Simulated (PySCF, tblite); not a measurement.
# C7H15NSi: geometry, infrared bands and NMR shifts

Aim: predict the infrared bands and NMR shifts of C7H15NSi (`C1CC([C@@H]2CN[SiH2]C2)C1`).

Computed with tblite 0.8.0 and PySCF 2.14.0, with density-fitted response routines of our own, on a single molecule in the gas phase. Atoms are numbered from 0 throughout.

## Step 1: Starting geometry

24 atoms, charge 0, multiplicity 1; geometry from: force field or distance geometry start.

Bonds of the start (Å): C0–C1 1.53, C1–C2 1.57, C2–C3 1.52, C3–C4 1.55, C4–N5 1.47, N5–Si6 1.73, Si6–C7 1.89, C2–C8 1.56, C8–C0 1.54, C7–C3 1.56, C0–H9 1.10, C0–H10 1.10, C1–H11 1.08, C1–H12 1.10, C2–H13 1.09, C3–H14 1.09, C4–H15 1.10, C4–H16 1.09, N5–H17 1.02, Si6–H18 1.47, Si6–H19 1.49, C7–H20 1.10, C7–H21 1.09, C8–H22 1.11, C8–H23 1.09.

## Step 2: Optimising the geometry with GFN2-xTB

The job: settings as JSON, then the geometry in Å.

```
{"job": {"kind": "relax", "xc": "GFN2-xTB", "basis": "xTB"}, "charge": 0, "multiplicity": 1}
C     -3.027300     0.074100     0.407000
C     -2.041700    -0.851900    -0.314600
C     -0.900200    -0.130100     0.479800
C      0.400000     0.104500    -0.276100
C      1.157300    -1.239200    -0.459500
N      2.544900    -0.888200    -0.802800
Si     3.076400     0.590400    -0.072800
C      1.341900     1.046100     0.536000
C     -1.873700     1.082300     0.554000
H     -3.406100    -0.316500     1.368100
H     -3.889600     0.409000    -0.192700
H     -2.008000    -0.717600    -1.389800
H     -2.154700    -1.920800    -0.079400
H     -0.742600    -0.578300     1.464500
H      0.204700     0.551000    -1.252800
H      1.130700    -1.836600     0.464400
H      0.709000    -1.831800    -1.263200
H      3.172500    -1.657700    -0.555700
H      3.601500     1.487800    -1.113700
H      4.001200     0.251400     1.044600
H      1.089800     2.098800     0.351900
H      1.262100     0.856100     1.610100
H     -1.852500     1.658200     1.501200
H     -1.807200     1.778600    -0.288100
```

On the command line:

```bash
$ OMP_NUM_THREADS=1 python probes_run.py task.json out
```

This one command runs all jobs of the session in turn.

**Question.** This job is followed by: GFN2-xTB harmonic vibrations, gas phase; GIAO PBE0/pcSseg-1 NMR shielding, non-relativistic, gas phase. Predict these results of the whole session: strongest single infrared mode (GFN2-xTB); zero-point energy (GFN2-xTB); ¹³C shifts against TMS (PBE0/pcSseg-1); ¹H shifts against TMS (PBE0/pcSseg-1); ¹⁵N shifts against NH3 (PBE0/pcSseg-1); ²⁹Si shifts against TMS (PBE0/pcSseg-1).

As calculated:

| quantity | value |
| --- | --- |
| strongest single infrared mode (GFN2-xTB) | 2197 cm⁻¹, 481 km/mol |
| zero-point energy (GFN2-xTB) | 129.2 kcal/mol |
| ¹³C shifts against TMS (PBE0/pcSseg-1) | 54.3, 51.3, 42.0, 27.8, 27.7, 17.5, 15.0 ppm |
| ¹H shifts against TMS (PBE0/pcSseg-1) | 4.98, 4.94, 3.44, 2.53, 2.23, 2.07, 2.02, 1.95, 1.89, 1.86, 1.77, 1.70, 1.16, 0.29 ppm and more |
| ¹⁵N shifts against NH3 (PBE0/pcSseg-1) | 22.5 ppm |
| ²⁹Si shifts against TMS (PBE0/pcSseg-1) | -24.9 ppm |

The optimisation took 85 steps and gained 0.354 eV; among the close pairs (by a distance rule), C3–C7 changed most, from 1.560 to 1.531 Å. All 66 modes are real, so the xTB geometry is a minimum. The strongest single mode, at 2197 cm⁻¹, moves mainly H19. GFN2-xTB is a fitted tight-binding method: band positions and strengths are rough. Its intensities can rank the bands wrongly. The most deshielded carbon is C4 (sp3 CH2 bonded to N), at 54.3 ppm: pulled downfield by the heteroatom. At PBE0/pcSseg-1: The largest span, 120 ppm, is at N5, where the paramagnetic term is -76 ppm.
